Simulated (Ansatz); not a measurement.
# SrCa: the cost of one run

Method: DFT r2SCAN, scalar-relativistic, plane waves, PAW, in Ansatz 0.2.0.

2 further runs of the same task are left out: 1 that didn't finish, 1 set aside as unsound or not needed.

**1. Starting point**

Symmetry: R-3m, No. 166, trigonal system. Conventional cell: a = 4.135 Å, b = 4.135 Å, c = 20.205 Å, α = 90.00°, β = 90.00°, γ = 120.00°. Around Sr (site symmetry -3m) lie 6 Ca at 4.13 Å and 6 Sr at 4.13 Å. Ca (site symmetry -3m) is surrounded by 6 Sr at 4.13 Å and 6 Ca at 4.13 Å.

Structure file:

```
CELL_PARAMETERS angstrom
2.06737 1.19360 6.73499
-2.06737 1.19360 6.73499
0.00000 -2.38720 6.73499
ATOMIC_POSITIONS crystal
Sr 0.50000 0.50000 0.50000
Ca 0.00000 0.00000 0.00000
```

Source of the structure: the Materials Project (structure only).

(A quick probe on a coarse mesh, which set the mesh and smearing, is not shown.)

**3. Relaxing cell and atoms**

File input.yaml:

```yaml
crystal:
  lattice:
    - [2.0673741448, 1.193599019, 6.7349910262]
    - [-2.0673741448, 1.193599019, 6.7349910262]
    - [0.0, -2.387198038, 6.7349910262]
  atoms:
    - { symbol: Sr, position: [0.5, 0.5, 0.5] }
    - { symbol: Ca, position: [0.0, 0.0, 0.0] }
basis:
  ecutwfc: 500
kpoints:
  mp_grid: { grid: [12, 12, 12] }
hamiltonian:
  xc: r2scan
scf:
  occupations: { method: gaussian, width: 0.1 }
output:
  forces: true
  stress: true
  eigenvalues: true
  write_density: true
  write_potential: true
  elf: true
  volumetric_format: npy
relax:
  adjacent_minimum: "off"
  f_tol: 0.005
  max_steps: 80
  cell: { stress_tol: 0.05 }
```

Started as:

```bash
$ ansatz run input.yaml --threads 1 --pin off --max-ram 2560MiB --backend cpu --events-out ev --progress --plain --runs-dir out
```

**Question.** How long does this run take on 1 thread of Arm Neoverse V2, shared host, and how much memory does it need?

About 82 s, with a peak of 0.83 GiB.
